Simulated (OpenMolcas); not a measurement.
# Tc⁵⁺ among point charges: CASSCF and CASPT2 levels and susceptibility

Aim: the splitting of the states of Tc⁵⁺ in the field of 6 point charges, its lowest levels with spin-orbit coupling and its magnetic susceptibility.

Program: OpenMolcas 26.06. Level of theory: state-averaged CASSCF and CASPT2, spin-orbit coupling by RASSI with atomic mean-field integrals. These are calculated values, not measurements, unless marked.

**1. What is computed**

| Quantity | Value |
| --- | --- |
| Species | Tc⁵⁺ (technetium, Z = 43, 38 electrons) |
| Basis | ANO-RCC-VDZP [6s5p3d1f], 43 functions |
| Scalar Hamiltonian | DKH2, point nucleus |
| Inactive shells | 1s 2s 2p 3s 3p 3d 4s 4p |
| Active space | 2 electrons in 5 orbitals (4d) |
| Some configurations of this space | 4d² |
| Orbitals | optimised for each spin and parity, averaged over all roots |

Outer shells as boxes (Hund's rule):

4d2
```
4d [↑ ][↑ ][  ][  ][  ]
```

The ion sits among 6 point charges of -1.7 e arranged as a tetragonal octahedron (D4h), 1.87 Å from the ion, with the axial distance 1.795 Å.

The work runs as a chain of OpenMolcas steps in one folder; each step below is one input file. Labels, J, g values, rates, χT and fits are worked out afterwards by a script from the matrices that RASSI stores. The input lists half of the charges; inversion (Group=XYZ) makes the rest.

**2. GATEWAY and SEWARD: basis and integrals**

The input, a.inp:

```
&GATEWAY
Coord
1

Tc 0.0 0.0 0.0
Basis=ANO-RCC-VDZP
Group=XYZ
NoMove
AngMom=0.0 0.0 0.0
AMFI
XField
3 Angstrom 0
1.870000 0.000000 0.000000 -1.700000
0.000000 1.870000 0.000000 -1.700000
0.000000 0.000000 1.795200 -1.700000
&SEWARD
```

Started as:

```bash
$ OMP_NUM_THREADS=1 MOLCAS_MEM=1689 MOLCAS_PROJECT=a pymolcas a.inp > a.log
```

**3. CASSCF: triplets of even parity, 10 roots**

The input, a.inp:

```
&RASSCF
FileOrb=start.orb
Symmetry=1
Spin=3
nActEl=2 0 0
Inactive=9 9
Ras2=5 0
CIRoot=10 10 1
SDav=10
CIMx=300
Iter=120 100
PrWF=0.3
OrbListing=Nothing
MaxOrb=0
>>> COPY $Project.JobIph JOB001
```

start.orb holds the contracted functions of the basis, ordered by shell, or the orbitals of the step before.

**4. CASSCF: singlets of even parity, 15 roots**

The input, a.inp:

```
&RASSCF
FileOrb=start.orb
Symmetry=1
Spin=1
nActEl=2 0 0
Inactive=9 9
Ras2=5 0
CIRoot=15 15 1
SDav=15
CIMx=300
Iter=120 100
PrWF=0.3
OrbListing=Nothing
MaxOrb=0
>>> COPY $Project.JobIph JOB002
```

**5. State interaction with spin-orbit coupling**

The input, a.inp:

```
&RASSI
NrOfJobIphs=2 10 15
1 2 3 4 5 6 7 8 9 10
1 2 3 4 5 6 7 8 9 10 11 12 13 14 15
IphNames
JOB001
JOB002
EJob
SpinOrbit
DIPRint=1.0
SOCoupling=1000.0
Subsets=2
Property=9
'ANGMOM' 1 'ANGMOM' 2 'ANGMOM' 3 'MLTPL  1' 1 'MLTPL  1' 2 'MLTPL  1' 3
'AMFI' 1 'AMFI' 2 'AMFI' 3
SOProperty=3
'ANGMOM' 1 'ANGMOM' 2 'ANGMOM' 3
```

**6. CASPT2: IPEA 0.25, imaginary shift 0.1 (closed shells correlated: 4s 4p)**

The input, a.inp:

```
>>> COPY JOB001 $Project.JobIph
&CASPT2
Multistate=10 1 2 3 4 5 6 7 8 9 10
NoMult
Frozen=8 6
IPEA=0.25
Imaginary=0.1
MaxIter=60
WThr=0.0 0.3 0.05
PrWF=0.5
NoMix
>>> COPY JOB002 $Project.JobIph
&CASPT2
Multistate=15 1 2 3 4 5 6 7 8 9 10 11 12 13 14 15
NoMult
Frozen=8 6
IPEA=0.25
Imaginary=0.1
MaxIter=60
WThr=0.0 0.3 0.05
PrWF=0.5
NoMix
```

(Steps that only read results are left out.)

What does the calculation give? Wanted: spin-free ground state; first state of the same spin within the active space; lowest level; next level.

The runs gave:

```
                                            quantity                                                                        value
                                              method  SS-CASPT2, IPEA 0.25, imaginary shift 0.1 (closed shells correlated: 4s 4p)
                              spin-free ground state                                               3E, 2-fold in its orbital part
first state of the same spin within the active space                                                             3A2 at 1020 cm⁻¹
                                        lowest level                                                                    1-fold B1
                                          next level                                                                   190.8 cm⁻¹
                                         χT at 300 K                                                               0.18 cm³ K/mol
                           effective moment at 300 K                                                                      1.19 μB
```

Cost by method:

```csv
method,time of its own steps,time with the reference
A. CASSCF,3.4 s,3.4 s
"B. SS-CASPT2, IPEA 0.25, imaginary shift 0.1, +4s 4p",1.1 s,4.5 s
```

Times are of one thread on a shared host.

What this shows: The spin-free ground state (3E) comes to 96 % from free-ion F terms and keeps the highest spin of the shell. χT at 300 K is 0.18, against 1.00 cm³ K/mol for the spin alone, so spin-orbit coupling lowers it. CASPT2 does not keep the components of a term degenerate, and the means are used. The field of point charges can differ much from that of real complexes. Point charges carry no covalency, so the field is a model and not that of real ligands.
